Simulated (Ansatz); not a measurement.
# F6SiSn: the cost of one run

The runs use Ansatz 0.2.0, Gaussian basis; the settings change from run to run.

### Step 1. The relaxed structure

An earlier PBE0-D4 in a triple-zeta def2 set relaxation fixed the geometry. Sn takes a core potential in def2 sets; no spin-orbit term is included.

SMILES `F[Si](F)(F)[Sn]([F])([F])[F]`, 8 atoms, charge 0, spin multiplicity 1.

Atoms are counted from 1 here; the program's logs count them from 0.

Bond lengths: F1–Si2 1.567 Å, Si2–F3 1.567 Å, Si2–F4 1.567 Å, Si2–Sn5 2.562 Å, Sn5–F6 1.894 Å, Sn5–F7 1.894 Å, Sn5–F8 1.894 Å. Angles: F1–Si2–F3 109.6°, F1–Si2–F4 109.6°, F1–Si2–Sn5 109.3°, F3–Si2–F4 109.6°, F3–Si2–Sn5 109.3°, F4–Si2–Sn5 109.3°, Si2–Sn5–F6 113.8°, Si2–Sn5–F7 113.8°, Si2–Sn5–F8 113.8°, F6–Sn5–F7 104.8°, F6–Sn5–F8 104.8°, F7–Sn5–F8 104.8°.

### Step 2. PBE0-DH/def2-mTZVPP

in.yaml

```yaml
crystal:
  periodic: [false, false, false]
  atoms:
    - {symbol: F, position_ang: [-2.287814, 0.272382, 0.625041]}
    - {symbol: Si, position_ang: [-0.808602, 0.054142, 1.093342]}
    - {symbol: F, position_ang: [-0.702764, -1.288077, 1.894741]}
    - {symbol: F, position_ang: [-0.363356, 1.248170, 2.004968]}
    - {symbol: Sn, position_ang: [0.721292, -0.060700, -0.958997]}
    - {symbol: F, position_ang: [0.684144, 1.503372, -2.027061]}
    - {symbol: F, position_ang: [2.550283, -0.315288, -0.536652]}
    - {symbol: F, position_ang: [0.299017, -1.471102, -2.150982]}
basis:
  gaussian: {orbitals: def2-mTZVPP}
hamiltonian: {xc: {name: PBE0-DH}}
output: {forces: true}
```

The run is started by

```
$ ansatz run in.yaml --threads 4 --pin off --events-out ev --progress --plain --max-ram 11315MiB
```

What time and memory should one allow on 4 threads of Arm Neoverse V2, shared host?

About 16 s, with a peak of 0.79 GiB.
